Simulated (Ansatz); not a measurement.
# TcMo: the cost of one run

All numbers are computed with Ansatz 0.2.0, driven from Python. Level of theory: DFT r2SCAN, plane waves, PAW.

## (1) The system

It takes space group Cmmm (No. 65, orthorhombic). Conventional cell: a = 3.098 Å, b = 4.481 Å, c = 4.422 Å, α = 90.00°, β = 90.00°, γ = 90.00°. Around Tc (site symmetry mmm) lie 8 Mo at 2.70 to 3.15 Å and 6 Tc at 2.72 to 3.10 Å. Mo (site symmetry mmm) has 8 Tc at 2.70 to 3.15 Å and 6 Mo at 2.72 to 3.10 Å as nearest neighbours.

The script holds or builds the structure itself.

## (2) The code

Input file smear_tcmo.py:

```python
# -*- coding: utf-8 -*-
"""Smearing width test for TcMo."""

import ansatz as az
import numpy as np
import pandas as pd


def main():
    vectors = np.array([
        [1.549051, -2.240362, 0.0],
        [1.549051, 2.240362, 0.0],
        [0.0, 0.0, 4.422491],
    ])
    tcmo = (
        az.Lattice.of(vectors)
        .atom("Tc", [0.5, 0.5, 0.5])
        .atom("Mo", [0.0, 0.0, 0.0])
    )

    setup = (
        tcmo.calculation()
        .functional("r2scan")
        .basis(19 * az.Ha)
        .kpoints(length=29)  # the mesh must be finer for metals
        .forces()  # eV per angstrom
        .stress()
    )

    rows = []
    for value in [0.25, 0.15, 0.1, 0.05, 0.025]:
        report = setup.occupations("methfessel_paxton", width=value).run(threads=1).report
        rows.append((value, report["free_energy_ev"] / len(report["lattice"]["sites"]), report["n_iterations"], sum(report["stress_gpa"][i][i] for i in range(3)) / 3, max(abs(f) for row in report["forces_ev_ang"] for f in row), report["n_kpoints"]))

    table = pd.DataFrame(rows, columns=["width (eV)", "F/atom (eV)", "iterations", "P (GPa)", "max component (eV/A)", "k-points"])
    print(table.round(5).to_string(index=False))

    # differences from the last row
    for row in rows[:-1]:
        shift = 1000 * (row[1] - rows[-1][1])
        print(f"{row[0]}: {shift:+.2f} meV/atom" + ("  (within 2 meV)" if abs(shift) < 2 else ""))


if __name__ == "__main__":
    main()
```

## (3) Launch

On the command line:

```bash
$ python smear_tcmo.py
```

**Question.** How long does this script take on 1 thread of Arm Neoverse V2, shared host, and how much memory does it need?

About 59 s, with a peak of 0.58 GiB.
